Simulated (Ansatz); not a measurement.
# CH₂BBrClIn: one species, many methods

How much do the methods differ for CH₂BBrClIn? The plan is to run it at one geometry with functionals of several rungs and with coupled cluster, and see how far each lands from CCSD(T) at the basis-set limit for the atomisation energy.

The runs use Ansatz 0.2.0, Gaussian basis; functionals in def2-TZVPP, the program's frozen cores in correlated methods.

The runs, in order: LDA (SPW92), PBE-D4, revPBE-D4, BLYP-D4, r2SCAN-D4, B97M-V, PBE0-D4, B3LYP-D4, r2SCANh-D4, r2SCAN0-D4, HSE06-D4, BHLYP-D4, CAM-B3LYP-D4, LC-ωPBE, ωB97X-V, ωB97M-V, B2PLYP, PBE-QIDH; CCSD(T)/def2-SVP; CCSD(T)/def2-TZVPP; MP2/def2-QZVPP; extrapolation to the limit; RPA on PBE.

1 further run of the same task is left out (for a known fault of the program).

## Step 1: The geometry

All runs share one geometry, relaxed beforehand with PBE0-D4 in a triple-zeta def2 set. In takes the def2 core potential; no spin-orbit term is included.

7 atoms, charge 0, spin multiplicity 1.

Atoms are counted from 1 here; the program's logs count them from 0.

Bond lengths: Cl1–C2 1.713 Å, C2–Br3 1.961 Å, C2–B4 1.439 Å, Br3–In5 2.931 Å, B4–In5 2.163 Å, B4–H6 1.188 Å, In5–H7 1.713 Å. Angles: Cl1–C2–Br3 111.1°, Cl1–C2–B4 127.9°, Br3–C2–B4 121.0°, C2–Br3–In5 67.6°, C2–B4–In5 102.0°, C2–B4–H6 128.3°, In5–B4–H6 129.7°, Br3–In5–B4 69.5°, Br3–In5–H7 108.3°, B4–In5–H7 177.8°.

## Step 2: LDA

This LDA is Slater exchange with PW92 correlation.

File in.yaml:

```yaml
crystal:
  periodic: [false, false, false]
  atoms:
    - {symbol: Cl, position_ang: [0.100138, -1.973701, 1.998002]}
    - {symbol: C, position_ang: [0.088322, -0.834520, 0.719215]}
    - {symbol: Br, position_ang: [0.974990, -1.554929, -0.874110]}
    - {symbol: B, position_ang: [-0.470616, 0.491524, 0.720450]}
    - {symbol: In, position_ang: [-0.022748, 1.169801, -1.284493]}
    - {symbol: H, position_ang: [-1.031034, 1.053999, 1.604618]}
    - {symbol: H, position_ang: [0.360948, 1.647836, -2.883683]}
basis:
  gaussian: {orbitals: def2-TZVPP}
hamiltonian: {xc: lda}
output: {orbitals: {seedname: orbitals}}
```

Launch:

```console
> ansatz run in.yaml --threads 2 --pin off --events-out ev --progress --plain --max-ram 22528MiB --backend cpu
```

The runs that follow: PBE-D4 (GGA); revPBE-D4 (GGA); BLYP-D4 (GGA); r2SCAN-D4 (meta-GGA); B97M-V (meta-GGA); PBE0-D4 (hybrid); B3LYP-D4 (hybrid); r2SCANh-D4 (hybrid); r2SCAN0-D4 (hybrid); HSE06-D4 (hybrid); BHLYP-D4 (hybrid); CAM-B3LYP-D4 (range-separated); LC-ωPBE (range-separated); ωB97X-V (range-separated); ωB97M-V (range-separated); B2PLYP (double hybrid); PBE-QIDH (double hybrid); CCSD(T) in def2-SVP; CCSD(T) in def2-TZVPP; MP2 in def2-QZVPP; RPA on PBE orbitals.

**Question.** What will the summary of the whole plan be? Wanted: atomisation energy, CCSD(T)/CBS; farthest beyond LDA; mean size of error, GGA; mean size of error, meta-GGA; mean size of error, hybrid; mean size of error, range-separated; mean size of error, double hybrid; gap, smallest and largest; T1 diagnostic.

**Answer**, as computed:

```
                               quantity                                                        value
        atomisation energy, CCSD(T)/CBS                                                    20.494 eV
    functionals within 0.205 eV (1.0 %)  BLYP-D4, r2SCANh-D4, r2SCAN0-D4, ωB97X-V, ωB97M-V, PBE-QIDH
                    farthest beyond LDA                                         BHLYP-D4 (-1.145 eV)
                mean size of error, GGA                                                     0.455 eV
           mean size of error, meta-GGA                                                     0.313 eV
             mean size of error, hybrid                                                     0.412 eV
    mean size of error, range-separated                                                     0.178 eV
      mean size of error, double hybrid                                                     0.282 eV
              gap, smallest and largest                         2.06 eV (BLYP-D4), 7.90 eV (LC-ωPBE)
                          T1 diagnostic                                                       0.0149
triples share of the correlation energy                                                        4.3 %
```

In words: The LDA atomisation energy is off by 4.196 eV (20 %): it overbinds. PBE-D4 misses by +0.975 eV. Double hybrids carry the basis error of their MP2 part in triple zeta, and no dispersion term here, so their miss is partly the set-up's. By mean error the best rung here is range-separated (0.178 eV) and the worst beyond LDA is GGA (0.455 eV). Misses under about 0.205 eV are within the doubt on the reference itself, which lacks core-valence correlation, spin-orbit coupling and higher excitations, and its outer-core shells are covered unevenly. All levels share the lack of spin-orbit coupling, which lowers the free heavy atoms and so the true binding. Hartree-Fock recovers 66 % of the binding; the rest is correlation. CCSD(T) in def2-SVP is off by -1.675 eV, worse than the median functional, from the basis alone. The gap grows from 2.1 to 7.9 eV across the functionals, mostly with the share of exact exchange. The restricted reference is unstable towards a spin-broken one. Correlated methods include outer-core shells of Br, In, which these sets cover unevenly.
